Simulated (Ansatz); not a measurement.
# Be2SO3: the cost of one run

Program: Ansatz 0.2.0. Level of theory: DFT PBE, scalar-relativistic, plane waves, PAW. These are calculated values, not measurements.

## Step 1: The starting structure

It takes space group P4/mmm (No. 123, tetragonal). The conventional cell has a = 2.711 Å, b = 2.711 Å, c = 8.309 Å, α = 90.00°, β = 90.00°, γ = 90.00°. Around Be (site symmetry 4mm) lie 8 O at 2.32 to 2.34 Å. Around S (site symmetry 4/mmm) lie 8 O at 2.44 Å and 4 S at 2.71 Å. Around O (site symmetry 4mm) lie 4 Be at 2.32 Å. O (site symmetry 4/mmm) is surrounded by 8 Be at 2.34 Å.

As a file:

```
CELL_PARAMETERS angstrom
2.71099 0.00000 0.00000
0.00000 2.71099 0.00000
0.00000 0.00000 8.30926
ATOMIC_POSITIONS crystal
Be 0.00000 0.00000 0.33928
Be 0.00000 0.00000 0.66072
S 0.00000 0.00000 0.00000
O 0.50000 0.50000 0.18173
O 0.50000 0.50000 0.50000
O 0.50000 0.50000 0.81827
```

Recipe of the guess: species swapped into a database cell of Mg3HgAu2 (P4/mmm, No. 123), with O on the Mg sites, S on the Hg sites and Be on the Au sites. The dimensions are guesses.

## Step 2: Probe: one point on a coarse mesh

File input.yaml:

```yaml
crystal:
  lattice:
    - [2.71098573, 0.0, 0.0]
    - [0.0, 2.71098573, 0.0]
    - [0.0, 0.0, 8.30925961]
  atoms:
    - { symbol: Be, position: [0.0, 0.0, 0.3392778] }
    - { symbol: Be, position: [0.0, 0.0, 0.6607222] }
    - { symbol: S, position: [0.0, 0.0, 0.0] }
    - { symbol: O, position: [0.5, 0.5, 0.1817286] }
    - { symbol: O, position: [0.5, 0.5, 0.5] }
    - { symbol: O, position: [0.5, 0.5, 0.8182714] }
basis:
  ecutwfc: 420
kpoints:
  mp_grid: { grid: [6, 6, 2] }
hamiltonian:
  xc: pbe
scf:
  occupations: { method: gaussian, width: 0.1 }
  lower_state_search: "off"
output:
  forces: true
  stress: true
  eigenvalues: true
```

The run is started by

```sh
ansatz run input.yaml --threads 1 --pin off --max-ram 2560MiB --backend cpu --events-out ev --progress --plain --runs-dir out
```

What time and memory should one allow on 1 thread of Intel Xeon at 2.50GHz (Skylake/Cascade Lake), shared host?

About 3.5 s, with a peak of 0.34 GiB.
